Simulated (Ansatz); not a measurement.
Predict the output of the script below (the Ansatz DFT code, driven from Python).

Script `run_opt.py`:
```python
# -*- coding: utf-8 -*-
import ansatz as az
import numpy as np
import pandas as pd

geometry_ang = [
    ("C", (0.3142, 1.7172, -0.1722)),
    ("N", (0.0105, 0.3951, -0.6132)),
    ("Si", (-0.3449, -0.8999, 0.4118)),
    ("S", (-0.2234, -2.6254, -0.8077)),
    ("H", (1.1867, 1.8284, 0.3901)),
    ("H", (0.3789, 2.4239, -1.0621)),
    ("H", (-0.5405, 2.1607, 0.4109)),
    ("H", (0.7864, 0.1235, -1.2605)),
    ("H", (-1.6265, -0.6939, 1.1074)),
    ("H", (0.7841, -0.9869, 1.4388)),
    ("H", (-0.6602, -3.4997, 0.1772)),
]
ch7nssi = az.Crystal.molecule()
for symbol, xyz in geometry_ang:
    ch7nssi = ch7nssi.atom(symbol, xyz)

setup = (
    ch7nssi.calculation()
    .basis(gaussian="def2-SVP")
    .functional("r2SCAN", dispersion="d4")
)
symbols = [site.symbol for site in ch7nssi.cartesian_sites]
start = np.array([site.position_ang for site in ch7nssi.cartesian_sites], dtype=float)
def progress(event):
    if event["event"] == "relax_step":
        row = event["data"]
        print(f"step {row['step']:3d}  E = {row['lagrangian_ev']:.6f} eV  largest force component {row['allowed_force_max_ev_ang']:.4f} eV/A")


rep = setup.relax(force_tolerance=0.005, max_steps=100).session().plan().execute(on_event=progress).report
end = np.array(rep["positions_ang"])

print(f"E = {rep['free_energy_ev']:.6f} eV = {rep['free_energy_ev'] / 27.211386246:.7f} Ha")
print("converged:", rep["converged"], " doubts:", rep["published_state_doubts"] or "none")

print("final positions (A) and the move of each atom")
for symbol, xyz, old in zip(symbols, end, start):
    print(f"{symbol:2s} {xyz[0]:10.5f} {xyz[1]:10.5f} {xyz[2]:10.5f}   {np.linalg.norm(xyz - old):7.4f}")

charges = rep["charge_distribution"]
table = pd.DataFrame({"atom": symbols, "mulliken": charges["mulliken_charges_e"], "lowdin": charges["lowdin_charges_e"]})
print(table.round(3).to_string())
print("dipole (e A):", np.round(charges["dipole_moment_e_ang"], 4) + 0.0)
```

Running `python run_opt.py` prints:
```text
step   1  E = -21344.055515 eV  largest force component 2.8578 eV/A
step   2  E = -21344.335868 eV  largest force component 0.8778 eV/A
step   3  E = -21344.393843 eV  largest force component 0.1921 eV/A
step   4  E = -21344.435833 eV  largest force component 0.5409 eV/A
step   5  E = -21344.478383 eV  largest force component 0.3800 eV/A
step   6  E = -21344.496137 eV  largest force component 0.2659 eV/A
step   7  E = -21344.498982 eV  largest force component 0.1225 eV/A
step   8  E = -21344.500552 eV  largest force component 0.0215 eV/A
step   9  E = -21344.500745 eV  largest force component 0.0096 eV/A
step  10  E = -21344.500779 eV  largest force component 0.0112 eV/A
step  11  E = -21344.500824 eV  largest force component 0.0060 eV/A
step  12  E = -21344.500840 eV  largest force component 0.0073 eV/A
step  13  E = -21344.500849 eV  largest force component 0.0042 eV/A
E = -21344.500859 eV = -784.3959387 Ha
converged: True  doubts: none
final positions (A) and the move of each atom
C     0.26055    1.76949   -0.24149    0.1020
N     0.38560    0.34301   -0.46590    0.4063
Si   -0.29461   -0.90785    0.49935    0.1013
S    -0.75023   -2.53873   -0.83722    0.5347
H     1.14883    2.22088    0.24178    0.4213
H     0.07985    2.31293   -1.18564    0.3421
H    -0.60168    1.96690    0.41484    0.2033
H     1.09229    0.08649   -1.15003    0.3273
H    -1.48921   -0.29740    1.15532    0.4223
H     0.55853   -1.51538    1.57487    0.5905
H    -0.32461   -3.49734    0.01463    0.3729
   atom  mulliken  lowdin
0     C     0.080   0.060
1     N    -0.479  -0.033
2    Si     0.552   0.170
3     S    -0.307   0.048
4     H     0.035  -0.018
5     H     0.039  -0.012
6     H     0.038  -0.003
7     H     0.150   0.013
8     H    -0.100  -0.099
9     H    -0.109  -0.111
10    H     0.101  -0.015
dipole (e A): [0.259  0.2119 0.0961]
```

Reading the output:
- Total energies depend on the basis set; only differences at equal settings carry meaning.
- The end point is the stationary point reached from this start; no frequency run checks that it is a minimum, and the basis set is modest.
- The Löwdin charges here are taken after orthogonalising the functions within each atom; they differ from plain Löwdin charges, and their signs can be unphysical.
- It ran for 85 s on 1 thread of Arm Neoverse V2, with other jobs on the host, peak memory 0.28 GiB.

(A comment or docstring line of the script was reworded after the run, the code is as it ran; lines on the test bed's own set-up are left out of the output.)
